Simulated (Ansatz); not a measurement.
# AlH5OSi2: the cost of one run

Method: the settings change from run to run; program: Ansatz 0.2.0, Gaussian basis.

**1. The molecule**

An earlier PBE0-D4 in a triple-zeta def2 set relaxation fixed the geometry.

9 atoms, charge 0, spin multiplicity 1.

Atoms are counted from 1 here; the program's logs count them from 0.

Bond lengths: O1–Al2 1.728 Å, O1–Si4 1.667 Å, Al2–Si3 2.445 Å, Al2–H5 1.580 Å, Si3–Si4 2.361 Å, Si3–H6 1.488 Å, Si3–H7 1.488 Å, Si4–H8 1.488 Å, Si4–H9 1.488 Å. Angles: Al2–O1–Si4 107.6°, O1–Al2–Si3 89.3°, O1–Al2–H5 122.2°, Si3–Al2–H5 148.5°, Al2–Si3–Si4 69.5°, Al2–Si3–H6 119.4°, Al2–Si3–H7 119.3°, Si4–Si3–H6 117.2°, Si4–Si3–H7 117.1°, H6–Si3–H7 109.6°, O1–Si4–Si3 93.6°, O1–Si4–H8 110.8°, O1–Si4–H9 110.8°, Si3–Si4–H8 116.1°, Si3–Si4–H9 116.0°, H8–Si4–H9 108.7°.

**2. r2SCAN0/def2-SVPD**

Set apart from the defaults: atoms shaken by 0.15 Å, a grid of angular degree 47.

in.yaml

```yaml
crystal:
  periodic: [false, false, false]
  atoms:
    - {symbol: O, position_ang: [-1.520743, -0.271156, -0.883369]}
    - {symbol: Al, position_ang: [-0.265091, 0.875178, -1.487001]}
    - {symbol: Si, position_ang: [1.267652, 0.397247, 0.658820]}
    - {symbol: Si, position_ang: [-0.742453, -0.802310, 0.476881]}
    - {symbol: H, position_ang: [-0.719754, 1.610345, -2.925224]}
    - {symbol: H, position_ang: [1.240549, 1.784263, 1.162904]}
    - {symbol: H, position_ang: [2.347992, -0.421811, 0.427344]}
    - {symbol: H, position_ang: [-0.502590, -2.267915, 0.717125]}
    - {symbol: H, position_ang: [-1.549174, -0.456543, 1.772520]}
basis:
  gaussian: {orbitals: def2-SVPD, final_grid: {core_spheres: 20, valence_spheres: 16, degree: 47}}
hamiltonian: {xc: {name: r2SCAN0}}
```

Command:

```console
ansatz run in.yaml --threads 2 --pin off --events-out ev --progress --plain --max-ram 4352MiB
```

**Question.** How long does this run take on 2 threads of Arm Neoverse V1, shared host, and how much memory does it need?

About 6.5 s, with a peak of 0.29 GiB.
